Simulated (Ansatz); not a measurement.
**Alloy of GaAs and GaP (12 of 32 As sites exchanged), 64 atoms**

How does this alloy cell relax, and what gap do PBEsol and HSE06 give?

All numbers are computed with Ansatz 0.2.0 (PAW, plane waves).

## 1. The system as built

64 atoms (32 Ga, 12 P, 20 As); a = 11.152 Å, b = 11.152 Å, c = 11.152 Å, α = 90.00°, β = 90.00°, γ = 90.00°. All atoms were shaken off their sites by about 0.02 Å along each axis; atoms next to an added one may be pushed further to make room.

The runs, in order: (2) PBEsol cell relaxation at the single k point (¼, ¼, ¼), on 1 × NVIDIA GB300 Max-Q with 8 threads of Arm Neoverse-V2; (3) HSE06 single point at the Γ point alone, on 1 × NVIDIA GB300 Max-Q with 8 threads of Arm Neoverse-V2.

## 2. Relaxing cell and atoms with PBEsol

Input file in.yaml:

```yaml
crystal:
  lattice:
    - [11.151651, 0.000000, 0.000000]
    - [0.000000, 11.151651, 0.000000]
    - [0.000000, 0.000000, 11.151651]
  atoms:
    - { symbol: Ga, position: [0.998531, 0.998832, 0.004348] }
    - { symbol: Ga, position: [0.999067, 0.998863, 0.500702] }
    - { symbol: Ga, position: [0.000086, 0.499601, 0.999279] }
    - { symbol: Ga, position: [0.998491, 0.500295, 0.499788] }
    - { symbol: Ga, position: [0.501967, 0.997992, 0.998924] }
    - { symbol: Ga, position: [0.499428, 0.999572, 0.500070] }
    - { symbol: Ga, position: [0.499754, 0.499506, 0.000737] }
    - { symbol: Ga, position: [0.500299, 0.498947, 0.497824] }
    - { symbol: Ga, position: [0.251519, 0.247341, 0.998155] }
    - { symbol: Ga, position: [0.250272, 0.248025, 0.501129] }
    - { symbol: Ga, position: [0.248387, 0.750191, 0.997946] }
    - { symbol: Ga, position: [0.248794, 0.747723, 0.498417] }
    - { symbol: Ga, position: [0.749022, 0.250360, 0.996640] }
    - { symbol: Ga, position: [0.750761, 0.248990, 0.500278] }
    - { symbol: Ga, position: [0.750465, 0.748478, 0.993808] }
    - { symbol: Ga, position: [0.752179, 0.748098, 0.498991] }
    - { symbol: Ga, position: [0.247542, 0.001434, 0.248696] }
    - { symbol: Ga, position: [0.251692, 0.000212, 0.747463] }
    - { symbol: Ga, position: [0.246723, 0.501788, 0.248684] }
    - { symbol: Ga, position: [0.249939, 0.500931, 0.747982] }
    - { symbol: Ga, position: [0.749766, 0.001114, 0.249286] }
    - { symbol: Ga, position: [0.748726, 0.000797, 0.748451] }
    - { symbol: Ga, position: [0.750429, 0.500751, 0.250851] }
    - { symbol: Ga, position: [0.749649, 0.500407, 0.750398] }
    - { symbol: Ga, position: [0.001576, 0.249739, 0.252043] }
    - { symbol: Ga, position: [0.998920, 0.246326, 0.749768] }
    - { symbol: Ga, position: [0.001964, 0.749125, 0.252194] }
    - { symbol: Ga, position: [0.999222, 0.755641, 0.751646] }
    - { symbol: Ga, position: [0.499050, 0.252788, 0.251673] }
    - { symbol: Ga, position: [0.503000, 0.249697, 0.753976] }
    - { symbol: Ga, position: [0.502030, 0.747719, 0.250955] }
    - { symbol: Ga, position: [0.499186, 0.750210, 0.749923] }
    - { symbol: P, position: [0.123440, 0.128327, 0.126787] }
    - { symbol: P, position: [0.123186, 0.622011, 0.622414] }
    - { symbol: P, position: [0.622352, 0.624468, 0.625352] }
    - { symbol: P, position: [0.374363, 0.875525, 0.125937] }
    - { symbol: P, position: [0.372326, 0.870504, 0.626921] }
    - { symbol: P, position: [0.874840, 0.377439, 0.628611] }
    - { symbol: P, position: [0.376664, 0.627223, 0.874633] }
    - { symbol: P, position: [0.872506, 0.627392, 0.874726] }
    - { symbol: P, position: [0.125846, 0.374808, 0.873960] }
    - { symbol: P, position: [0.125589, 0.872600, 0.376048] }
    - { symbol: P, position: [0.122068, 0.875107, 0.875222] }
    - { symbol: P, position: [0.625342, 0.875549, 0.379153] }
    - { symbol: As, position: [0.126098, 0.125150, 0.625848] }
    - { symbol: As, position: [0.123377, 0.626618, 0.126161] }
    - { symbol: As, position: [0.622203, 0.125345, 0.124100] }
    - { symbol: As, position: [0.625987, 0.124320, 0.626631] }
    - { symbol: As, position: [0.626153, 0.624864, 0.124069] }
    - { symbol: As, position: [0.373855, 0.377268, 0.122895] }
    - { symbol: As, position: [0.372975, 0.375306, 0.623782] }
    - { symbol: As, position: [0.878048, 0.373445, 0.122331] }
    - { symbol: As, position: [0.874471, 0.875765, 0.124484] }
    - { symbol: As, position: [0.875194, 0.877772, 0.627766] }
    - { symbol: As, position: [0.378358, 0.126476, 0.373508] }
    - { symbol: As, position: [0.373984, 0.124066, 0.870324] }
    - { symbol: As, position: [0.376422, 0.624744, 0.376281] }
    - { symbol: As, position: [0.876653, 0.124005, 0.376781] }
    - { symbol: As, position: [0.877910, 0.125029, 0.875456] }
    - { symbol: As, position: [0.874887, 0.625674, 0.372486] }
    - { symbol: As, position: [0.123589, 0.372463, 0.374944] }
    - { symbol: As, position: [0.625108, 0.377176, 0.374698] }
    - { symbol: As, position: [0.627118, 0.375069, 0.874203] }
    - { symbol: As, position: [0.625182, 0.876383, 0.876925] }
  symmetry: { detect: false }
kpoints:
  mp_grid: { grid: [1, 1, 1], shift: [0.25, 0.25, 0.25] }
hamiltonian:
  xc: pbesol
scf:
  occupations: { method: fermi_dirac, width: 0.01 }
relax:
  f_tol: 0.03
  max_steps: 80
  escape_saddle: false
  adjacent_minimum: "off"
  cell: { fix: [shape] }
output:
  forces: true
  eigenvalues: true
  populations: true
```

Launch:

```console
$ ansatz run in.yaml --threads 8 --pin off --max-ram 118750MiB --runs-dir r --events-out ev --progress --plain --backend cuda --devices 0,
```

The runs that follow: HSE06 on the final geometry.

Q: Predict the outcome of this session. Wanted: for each run, top filled to lowest empty.

As calculated:

```
             level         time   k points  top filled to lowest empty (eV)
PBEsol, relaxation  7.7 s (GPU)  (¼, ¼, ¼)                             1.47
             HSE06   40 s (GPU)          Γ                             1.93
```

```
     quantity                                                                         value
   relaxation                                              4 recorded steps, 1.15 eV gained
largest shift                                                                 0.12 Å (Ga26)
 relaxed cell  a = 11.151 Å, b = 11.151 Å, c = 11.151 Å, α = 90.00°, β = 90.00°, γ = 90.00°
   mean bonds                                                     As–Ga 2.440, Ga–P 2.372 Å
```

**In words.** The relaxation lowers the energy by 1.15 eV; the largest shift is 0.12 Å (Ga26), while the volume changes by -0.0 %. Part of this undoes the random shake of the start. The mean lengths of the listed bonds run from Ga–P 2.37 Å to As–Ga 2.44 Å. Rows on different k points differ by sampling as well as by level. No spin–orbit coupling is included; with elements this heavy it would shift the edges. With one k point the spacing samples only the states that fold onto it, so it can exceed the gap over the zone.
